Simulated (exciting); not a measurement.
Set up this calculation in exciting (release sodium), as the native input.

```
Task                                     : band structure
Functional                               : LDA
Dispersion                               : D2
Potentials or basis                      : all-electron LAPW+lo, shipped species files, valence relativity iora*
rgkmax                                   : 8
k mesh                                   : 8 × 8 × 3
Occupations                              : methfessel-paxton, width 0.01 eV
Spin                                     : no spin polarisation
outputlevel                              : normal
gmaxvr (cutoff of density and potential) : 14 1/bohr
lmaxapw (and lmaxmat)                    : 10
lmaxvr                                   : 8
nempty                                   : 30
Valence relativity                       : iora*
epsengy                                  : 1e-05 Ha
epspot                                   : 1e-05 Ha
maxscl                                   : 60
Muffin-tin radii                         : Pd 2.3, Nb 2.3 bohr
```

Crystal: Nb3Pd.

```
Pd Nb
1.0
     1.72259   -2.21736    0.00000
     1.72259    2.21736    0.00000
     0.00000    0.00000    9.07671
Pd Nb
1 3
Cartesian
  0.0000 0.0000 0.0000
  1.7226 0.0000 2.1765
  0.0000 0.0000 4.5384
  1.7226 0.0000 6.9002
```

The cell comes from a database or a generator and needn't be the stable form of this composition.

These files were run (other wordings do the same):

input.xml

```xml
<input>
  <title>Nb3Pd</title>
  <structure speciespath="./" tshift="false">
    <crystal scale="5.3060673138">
      <basevect>0.613491643120 -0.789701211748 0.000000000000</basevect>
      <basevect>0.613491643120 0.789701211748 0.000000000000</basevect>
      <basevect>0.000000000000 0.000000000000 3.232620790591</basevect>
    </crystal>
    <species speciesfile="Pd.xml" rmt="2.3">
      <atom coord="0.000000000000 0.000000000000 0.000000000000"/>
    </species>
    <species speciesfile="Nb.xml" rmt="2.3">
      <atom coord="0.500000000000 0.500000000000 0.239794300000"/>
      <atom coord="0.000000000000 0.000000000000 0.500000000000"/>
      <atom coord="0.500000000000 0.500000000000 0.760205700000"/>
    </species>
  </structure>
  <groundstate do="fromscratch" ngridk="8 8 3" rgkmax="8" gmaxvr="14" lmaxapw="10" lmaxmat="10" lmaxvr="8" xctype="LDA_PW" stype="Methfessel-Paxton 1" swidth="0.00036749" nempty="30" ValenceRelativity="iora*" epsengy="1e-05" epspot="1e-05" maxscl="60" outputlevel="normal"/>
  <properties>
    <bandstructure>
      <plot1d>
        <path steps="80">
          <point coord="0 0 0" label="G"/>
          <point coord="0.4008800093 0.4008800093 0" label="X"/>
          <point coord="0 0.5 0" label="S"/>
          <point coord="0 0.5 0.5" label="R"/>
          <point coord="0.4008800093 0.4008800093 0.5" label="A"/>
          <point coord="0 0 0.5" label="Z"/>
          <point coord="0 0 0" label="G"/>
          <point coord="-0.5 0.5 0" label="Y"/>
          <point coord="-0.4008800093 0.5991199907 0" label="X1"/>
          <point coord="-0.4008800093 0.5991199907 0.5" label="A1"/>
          <point coord="-0.5 0.5 0.5" label="T"/>
          <point coord="-0.5 0.5 0" label="Y" breakafter="true"/>
          <point coord="0 0 0.5" label="Z"/>
          <point coord="-0.5 0.5 0.5" label="T"/>
        </path>
      </plot1d>
    </bandstructure>
    <DFTD2/>
  </properties>
</input>
```

Potentials or basis: all-electron LAPW+lo, shipped species files, valence relativity iora*.

Launch:

```bash
$ OMP_NUM_THREADS=1 exciting_smp
```

It gave:

```
Band gap on the k mesh                            : none (metal or under the smearing width)
All electrons inside the program's atomic spheres : Pd 44.31; Nb 38.40, 38.43 (radii Pd 2.3, Nb 2.3 bohr)
Dispersion energy per atom                        : -0.633 eV
```

Caveat: the dispersion energy is computed afterwards and isn't part of the total energy.

It took 6 min on 1 thread of Arm Neoverse V1, with other jobs on the host, peak memory 0.2 GiB.
